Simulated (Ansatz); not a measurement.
This script makes the interaction energy of a dimer with the counterpoise correction of Br₂ with the Python package of Ansatz (0.2.0).

Script `dimer_br2.py`:
```python
'''Binding of a Br2 dimer at a trial geometry.'''

import ansatz as az

FIRST = [
    ('Br', (0.0, 0.0, -1.115)),
    ('Br', (0.0, 0.0, 1.115)),
]
SECOND = [
    ('Br', (-4.1663, 0.4962, -3.3683)),
    ('Br', (-2.0735, -0.2603, -3.2238)),
]

def energy(atoms, ghosts=()):
    molecule = az.Crystal.molecule()
    for symbol, xyz in atoms:
        molecule = molecule.atom(symbol, xyz)
    calc = (
        molecule.calculation()
        .basis(gaussian='def2-SVP')  # atom-centred Gaussian functions
        .functional('pbe0')  # exchange and correlation
    )
    deck = calc.input()
    if ghosts:
        deck = deck.set(az.key.basis.gaussian.ghost_atoms, [{'symbol': s, 'position_ang': list(xyz)} for s, xyz in ghosts])
    return az.Session.from_dict(deck).plan().execute().report['free_energy_ev']


def main() -> None:
    # monomers in their own basis and in the basis of the dimer
    both = energy(FIRST + SECOND)
    alone = energy(FIRST) + energy(SECOND)
    ghosted = energy(FIRST, SECOND) + energy(SECOND, FIRST)
    print(f'dimer {both:.6f} eV')
    print(f'interaction, uncorrected   {(both - alone):8.3f} eV')
    print(f'interaction, counterpoise  {(both - ghosted):8.3f} eV')
    print(f'basis-set superposition    {(alone - ghosted):8.3f} eV')


if __name__ == '__main__':
    main()
```

How large is the interaction at this pose, and how much of it is basis-set superposition?

Uncorrected it is 0.298 eV, with the counterpoise correction 0.331 eV; the difference, 0.03 eV, is the superposition error. In this basis both values are repulsive.

The run itself:

```console
$ python dimer_br2.py
dimer -280117.870398 eV
interaction, uncorrected      0.298 eV
interaction, counterpoise     0.331 eV
basis-set superposition       0.033 eV
```

Reading the output:
- Total energies depend on the basis set; only differences at equal settings carry meaning.
- The dimer is a generated trial pose of unrelaxed monomers, not a minimum, so the figure is no binding energy, and the basis set is small.
- This level lacks the dispersion part of the attraction (electrostatics and induction are there), which can decide the sign where the interaction is weak.
- The spin state was assumed, and another may lie lower.
- The whole script took 16 s on 1 thread of Arm Neoverse V1, with other jobs on the host, peak memory 0.44 GiB.

(Lines on the test bed's own set-up are left out of the output.)
